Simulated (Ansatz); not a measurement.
# C3H5AlS: the cost of one run

All numbers are computed with Ansatz 0.2.0, driven from Python. Level of theory: Hartree-Fock/cc-pVDZ.

## 1. The system

Bond lengths: C1–C2 1.293 Å, C2–S3 1.811 Å, C2–Al4 2.121 Å, S3–Al4 2.071 Å, Al4–C5 1.981 Å, C1–H6 1.154 Å, C1–H7 1.054 Å, C5–H8 1.107 Å, C5–H9 1.149 Å, C5–H10 1.129 Å. Angles (14 of 16 angles, heavy atoms first): C1–C2–S3 146.9°, C1–C2–Al4 150.0°, S3–C2–Al4 63.0°, C2–S3–Al4 65.8°, C2–Al4–S3 51.2°, C2–Al4–C5 135.0°, S3–Al4–C5 150.7°, C2–C1–H6 118.2°, C2–C1–H7 123.8°, Al4–C5–H8 111.3°, Al4–C5–H9 112.6°, Al4–C5–H10 108.4°, H6–C1–H7 117.8°, H8–C5–H9 111.0°.

The script holds or builds the structure itself.

## 2. The code

c3h5als_bde.py reads:

```python
"""Cost of removing each kind of hydrogen from C3H5AlS, fragments frozen."""

import ansatz as az


def energy(molecule, charge=0, unpaired=0):
    calc = molecule.calculation().basis(gaussian="cc-pVDZ").functional("hf").accuracy("medium")
    if charge:
        calc = calc.charge(charge)
    if unpaired:
        calc = calc.spin("collinear", total=unpaired)
    return calc.run().report["free_energy_ev"]

GEOMETRY = """
C    -0.69580   -1.23650   -2.08960
C    -0.11950   -1.23060   -0.93240
S     0.53280   -2.21150    0.44290
Al    0.79400   -0.16860    0.65980
C     0.41920    1.53000    1.60750
H    -0.97090   -0.22220   -2.56670
H    -1.00390   -2.11320   -2.58760
H     0.07570    2.31430    0.90540
H    -0.32380    1.39830    2.47430
H     1.37530    1.88890    2.08930
"""

def without(molecule, index):
    rest = az.Crystal.molecule()
    for i, site in enumerate(molecule.cartesian_sites):
        if i != index:
            rest = rest.atom(site.symbol, site.position_ang)
    return rest

mol = az.Crystal.molecule()
for line in GEOMETRY.strip().splitlines():
    symbol, *xyz = line.split()
    mol = mol.atom(symbol, [float(v) for v in xyz])

whole = energy(mol, 0)
hydrogen = energy(az.Crystal.molecule().atom("H", (0, 0, 0)), 0, 1)
print(f"E(molecule) = {whole:.5f} eV, E(H) = {hydrogen:.5f} eV")
for index in [6, 9]:
    radical = energy(without(mol, index), 0, 1)
    print(f"H{index}: homolysis {96.485332 * (radical + hydrogen - whole):.1f} kJ/mol")
```

## 3. The input behind the calls

The engine receives this input (first run):

```yaml
crystal:
  periodic: [false, false, false]
  atoms:
    - { symbol: C, position_ang: [-0.6958, -1.2365, -2.0896] }
    - { symbol: C, position_ang: [-0.1195, -1.2306, -0.9324] }
    - { symbol: S, position_ang: [0.5328, -2.2115, 0.4429] }
    - { symbol: Al, position_ang: [0.794, -0.1686, 0.6598] }
    - { symbol: C, position_ang: [0.4192, 1.53, 1.6075] }
    - { symbol: H, position_ang: [-0.9709, -0.2222, -2.5667] }
    - { symbol: H, position_ang: [-1.0039, -2.1132, -2.5876] }
    - { symbol: H, position_ang: [0.0757, 2.3143, 0.9054] }
    - { symbol: H, position_ang: [-0.3238, 1.3983, 2.4743] }
    - { symbol: H, position_ang: [1.3753, 1.8889, 2.0893] }
accuracy: medium
basis:
  gaussian:
    orbitals: cc-pVDZ
hamiltonian:
  xc: hf
```

## 4. Launch

The run is started by

```bash
$ python c3h5als_bde.py
```

What time and memory should one allow on 1 thread of Arm Neoverse V1, shared host?

About 16 s, with a peak of 0.31 GiB.
